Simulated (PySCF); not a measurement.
# One shape, several levels: CH8GaN (SMILES C[NH2+][GaH3-])

Wanted: a comparison of 6 runs (HF/3-21G, HF/def2-SVP, B3LYP/6-31G*, PBE0/def2-SVP, BP86/cc-pVTZ) of CH8GaN. 

The calculation is run with PySCF 2.14.0.

**1. The structure to begin with**

CH8GaN: 11 atoms, total charge 0, spin state singlet. SMILES: `C[NH2+][GaH3-]`. Geometry: relaxed at PBE0-D4/def2-TZVP.

Bond lengths: C1–N2 1.466 Å, N2–Ga3 2.133 Å, C1–H4 1.093 Å, C1–H5 1.090 Å, C1–H6 1.090 Å, N2–H7 1.014 Å, N2–H8 1.014 Å, Ga3–H9 1.583 Å, Ga3–H10 1.583 Å, Ga3–H11 1.583 Å. Some angles: C1–N2–Ga3 113.5°, C1–N2–H7 110.7°, C1–N2–H8 110.7°, Ga3–N2–H7 107.4°, Ga3–N2–H8 107.4°, N2–C1–H4 112.6°, N2–C1–H5 108.7°, N2–C1–H6 108.7°, N2–Ga3–H9 98.3°, N2–Ga3–H10 98.3°.

**2. Energy and forces at HF/3-21G (run 1)**

run.py

```python
from pyscf import gto

mol = gto.Mole()
mol.atom = [
    ('C', (1.119600, -0.771000, 0.401700)),
    ('N', (0.363000, 0.484900, 0.402600)),
    ('Ga', (-1.438000, 0.394000, -0.736400)),
    ('H', (2.039100, -0.708000, 0.989100)),
    ('H', (1.365800, -1.030500, -0.627600)),
    ('H', (0.486700, -1.561000, 0.805000)),
    ('H', (0.111000, 0.751800, 1.348100)),
    ('H', (0.922800, 1.241800, 0.025100)),
    ('H', (-0.801500, 0.044600, -2.143600)),
    ('H', (-2.151700, -0.776000, 0.056700)),
    ('H', (-1.951500, 1.872600, -0.500100)),
]
mol.charge = 0
mol.basis = '3-21g'
mol.verbose = 4
mol.max_memory = 1860
mol.build()

myscf = mol.RHF()
myscf.conv_tol = 1e-10
myscf.kernel()
if not myscf.converged:
    myscf = myscf.newton().run(myscf.mo_coeff, myscf.mo_occ)

energy = myscf.e_tot
print('Final energy', energy)
grad = myscf.nuc_grad_method().kernel()
myscf.analyze()
```

On the command line:

```
$ OMP_NUM_THREADS=1 python run.py
```

What it wrote:

```text
PySCF version 2.14.0

[... 85 lines left out ...]
MO #1   energy= -376.365700917543  occ= 2
[... 10 lines left out ...]
MO #12  energy= -1.25577495071293  occ= 2
[... 10 lines left out ...]
MO #23  energy= -0.555345620945536 occ= 2
[... 10 lines left out ...]
MO #34  energy= 0.329259198595913  occ= 0
[... 10 lines left out ...]
MO #45  energy= 1.24841267474347   occ= 0
[... 10 lines left out ...]
MO #56  energy= 2.81528580453942   occ= 0
[... 70 lines left out ...]
Dipole moment(X, Y, Z, Debye):  4.82789, -0.02576,  2.95369
```

It took 4.8 s on 1 thread of Intel Xeon at 2.70GHz, shared host; peak memory 0.13 GiB.

**3. Energy and gradient at HF/def2-SVP (run 2)**

input.xyz

```xyz
11
CH8GaN
C      1.119600    -0.771000     0.401700
N      0.363000     0.484900     0.402600
Ga    -1.438000     0.394000    -0.736400
H      2.039100    -0.708000     0.989100
H      1.365800    -1.030500    -0.627600
H      0.486700    -1.561000     0.805000
H      0.111000     0.751800     1.348100
H      0.922800     1.241800     0.025100
H     -0.801500     0.044600    -2.143600
H     -2.151700    -0.776000     0.056700
H     -1.951500     1.872600    -0.500100
```

input.py

```python
import pyscf.grad
from pyscf import gto

system = gto.Mole()
system.atom = 'input.xyz'
system.verbose = 4
system.max_memory = 1860
system.charge = 0
system.spin = 0
system.basis = 'def2-svp'
system.build()

calc0 = system.RHF()
calc0.conv_tol = 1e-10
calc0.kernel()
if not calc0.converged:
    calc0 = calc0.newton().run(calc0.mo_coeff, calc0.mo_occ)

energy = calc0.e_tot
print(f'total energy: {energy:.8f} hartree')
grad = calc0.Gradients().kernel()
dip = calc0.dip_moment()
pop, q = calc0.mulliken_pop()
```

On the command line:

```
$ OMP_NUM_THREADS=1 python input.py
```

What it wrote:

```text
PySCF version 2.14.0

[... 65 lines left out ...]
converged SCF energy = -2019.89695698513
total energy: -2019.89695699 hartree
[... 11 lines left out ...]
Dipole moment(X, Y, Z, Debye):  4.51260,  0.01831,  2.77654
[... 112 lines left out ...]
charge of   10H =     -0.24352
```

Run time: 13 s. Hardware: 1 thread of Intel Xeon at 2.70GHz, shared host; peak memory 0.21 GiB.

Runs 3 to 4 aren't shown in full; the table further down has their settings and results.

**4. Energy and gradient at PBE0/def2-SVP (run 5)**

job.py

```python
import pyscf.grad
from pyscf import gto, dft

system = gto.M(
    atom='''
C        1.119600      -0.771000       0.401700
N        0.363000       0.484900       0.402600
Ga      -1.438000       0.394000      -0.736400
H        2.039100      -0.708000       0.989100
H        1.365800      -1.030500      -0.627600
H        0.486700      -1.561000       0.805000
H        0.111000       0.751800       1.348100
H        0.922800       1.241800       0.025100
H       -0.801500       0.044600      -2.143600
H       -2.151700      -0.776000       0.056700
H       -1.951500       1.872600      -0.500100
''',
    max_memory=1860,
    verbose=4,
    basis='def2-svp',
)

myscf = dft.RKS(system, xc='pbe0')
myscf.conv_tol = 1e-10
myscf.grids.level = 5
myscf.kernel()
if not myscf.converged:
    myscf = myscf.newton().run(myscf.mo_coeff, myscf.mo_occ)

e_tot = myscf.e_tot
print(f'total energy: {e_tot:.8f} hartree')
grad = myscf.Gradients().kernel()
myscf.analyze()
```

On the command line:

```
$ OMP_NUM_THREADS=1 python job.py
```

What it wrote:

```text
PySCF version 2.14.0

[... 105 lines left out ...]
MO #5   energy= -40.7052399051945  occ= 2
[... 18 lines left out ...]
MO #24  energy= -0.328548583412602 occ= 2
[... 18 lines left out ...]
MO #43  energy= 0.434368135908918  occ= 0
[... 18 lines left out ...]
MO #62  energy= 1.20223434763125   occ= 0
[... 18 lines left out ...]
MO #81  energy= 1.97297953716087   occ= 0
[... 18 lines left out ...]
MO #100 energy= 3.39170199883853   occ= 0
[... 114 lines left out ...]
Dipole moment(X, Y, Z, Debye):  4.47566,  0.05683,  2.76803
```

Run time: 39 s. Hardware: 1 thread of Intel Xeon at 2.70GHz, shared host; peak memory 0.99 GiB.

**5. Energy and gradient at BP86/cc-pVTZ (run 6)**

calc.py

```python
# C[NH2+][GaH3-]
import pyscf.grad
from pyscf import gto, dft

mol = gto.Mole()
mol.atom = '''
C    1.119600  -0.771000   0.401700
N    0.363000   0.484900   0.402600
Ga  -1.438000   0.394000  -0.736400
H    2.039100  -0.708000   0.989100
H    1.365800  -1.030500  -0.627600
H    0.486700  -1.561000   0.805000
H    0.111000   0.751800   1.348100
H    0.922800   1.241800   0.025100
H   -0.801500   0.044600  -2.143600
H   -2.151700  -0.776000   0.056700
H   -1.951500   1.872600  -0.500100
'''
mol.verbose = 4
mol.charge = 0
mol.basis = 'cc-pvtz'
mol.max_memory = 1860
mol.spin = 0
mol.build()

mf = dft.RKS(mol, xc='bp86')
mf.conv_tol = 1e-10
mf.grids.level = 5
mf.kernel()
if not mf.converged:
    mf = mf.newton().run(mf.mo_coeff, mf.mo_occ)

energy = mf.e_tot
print('E(%s) = %.9f' % ('BP86', energy))
grad = mf.Gradients().kernel()
dip = mf.dip_moment()
pop, q = mf.mulliken_pop()
```

On the command line:

```
$ OMP_NUM_THREADS=1 python calc.py
```

What it wrote:

```text
PySCF version 2.14.0

[... 82 lines left out ...]
converged SCF energy = -2022.85381302422
[... 13 lines left out ...]
Dipole moment(X, Y, Z, Debye):  4.32448,  0.02855,  2.66481
[... 227 lines left out ...]
charge of   10H =     -0.05977
```

Wall time 5.7 min (1 thread of Intel Xeon at 2.70GHz, shared host); peak memory 1.8 GiB.

**6. All runs side by side**

| run | level | integration grid | Cartesian functions | energy (Eh) | dipole moment (D) | HOMO energy (eV) | LUMO energy (eV) | wall time |
| --- | --- | --- | --- | --- | --- | --- | --- | --- |
| 1 | HF/3-21G | – | no | -2010.267580 | 5.66 | -10.25 | 3.45 | 4.8 s |
| 2 | HF/def2-SVP | – | no | -2019.896957 | 5.30 | -10.47 | 3.34 | 13 s |
| 3 | B3LYP/6-31G* (spherical functions) | 5 | no | -2022.285963 | 5.28 | -7.18 | 0.08 | 38 s |
| 4 | B3LYP/6-31G* (Cartesian functions) | 5 | yes | -2022.292422 | 5.27 | -7.18 | 0.05 | 37 s |
| 5 | PBE0/def2-SVP | 5 | no | -2021.825176 | 5.26 | -7.38 | 0.42 | 39 s |
| 6 | BP86/cc-pVTZ | 5 | no | -2022.853813 | 5.08 | -6.33 | -0.72 | 5.7 min |

**7. What came out**

| quantity | value |
| --- | --- |
| run 6: total energy | -2022.85381 Eh |
| run 6: dipole moment | 5.08 D |
| run 6: HOMO energy | -6.33 eV |
| run 6: LUMO energy | -0.72 eV |
| run 6: HOMO–LUMO gap | 5.61 eV |
| run 6: largest force on an atom | 0.366 eV/Å |

**Reading.** The dipole moment (its size) runs from 5.08 D (BP86/cc-pVTZ) to 5.66 D (HF/3-21G). The two ends differ in method and basis. The HOMO–LUMO gap runs from 5.61 eV (BP86/cc-pVTZ) to 13.81 eV (HF/def2-SVP). Totals of different functionals can't be ranked against each other. All runs together took 7.9 min, the longest 5.7 min.
